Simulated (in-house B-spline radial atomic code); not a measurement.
# Rb¹⁰⁺: ionisation energy by several methods

Wanted: one ionisation energy, Rb¹⁰⁺ to configuration [Ar] 3d8, up the ladder of functionals.

Program: in-house B-spline radial atomic code version 1. Level of theory: Dirac-Coulomb, several functionals, exact exchange averaged over the configuration; spherical all-electron atom at the radial basis limit. These are calculated values, not measurements, unless marked.

## 1. The atom as given

* element: rubidium (Z = 37)
* charge: +10
* electrons: 27
* configuration: [Ar] 3d9
* nucleus: Fermi, rms radius 4.204 fm

Outer shells as boxes (Hund's rule):

[Ar] 3d9
```
[Ar] core
3d [↑↓][↑↓][↑↓][↑↓][↑ ]
```

The boxes only draw the filling; these runs are spin-restricted and spherical.

## 2. BHandHLYP, a global hybrid

The run's settings:

```ini
Z = 37
electrons = 27.0
configuration = [Ar] 3d9
hamiltonian = dirac
method = bhandhlyp
spin_polarised = False
nucleus = fermi
rms_radius = 4.2036
mass_number = 85
atomic_mass = 84.91178973604
speed_of_light = 137.035999084
exact_exchange = averaged over the configuration
```

Command:

```console
$ python run_scf.py task.json out
```

The settings of every run stand in task.json; they run in order.

## 3. ωB97X, a range-separated hybrid

The settings differ from step 2 so:

```diff
@@ -4,3 +4,3 @@
 hamiltonian = dirac
-method = bhandhlyp
+method = wb97x
 spin_polarised = False
```

## 4. PBE0, a global hybrid

The settings differ from step 3 so:

```diff
@@ -4,3 +4,3 @@
 hamiltonian = dirac
-method = wb97x
+method = pbe0
 spin_polarised = False
```

## 5. CAM-B3LYP, a range-separated hybrid

The settings differ from step 4 so:

```diff
@@ -4,3 +4,3 @@
 hamiltonian = dirac
-method = pbe0
+method = camb3lyp
 spin_polarised = False
```

The tabulated ionisation energy is 313.1 ± 2.4 eV (tabulated theoretical; NIST Atomic Spectra Database). What does each method give, and which comes nearest?

**Answer**, as computed:

| method | rung | total energy (hartree) | ΔSCF (eV) | with Breit, QED, recoil (eV) | −ε highest (eV) | corrected ΔSCF less tabulated (eV) |
| --- | --- | --- | --- | --- | --- | --- |
| BHandHLYP | global hybrid | -2947.3531 | 318.10 | 318.05 | 308.87 (3d5/2) | +4.95 |
| PBE0 | global hybrid | -2947.0644 | 318.25 | 318.21 | 302.96 (3d5/2) | +5.11 |
| ωB97X | range-separated hybrid | -2947.5583 | 317.88 | 317.84 | 304.17 (3d5/2) | +4.74 |
| CAM-B3LYP | range-separated hybrid | -2947.4821 | 318.23 | 318.19 | 303.78 (3d5/2) | +5.09 |

What this shows: Against the tabulated ionisation energy, 313.1 ± 2.4 eV (tabulated theoretical; NIST Atomic Spectra Database), the best here is ωB97X (+4.74 eV) and the worst PBE0 (+5.11 eV, or 1.6 %). All methods miss on the same side by much the same amount, which points to something that they share. Open shells are averaged (over orientations, and over spins where the run is restricted), while tables refer to the lowest levels.
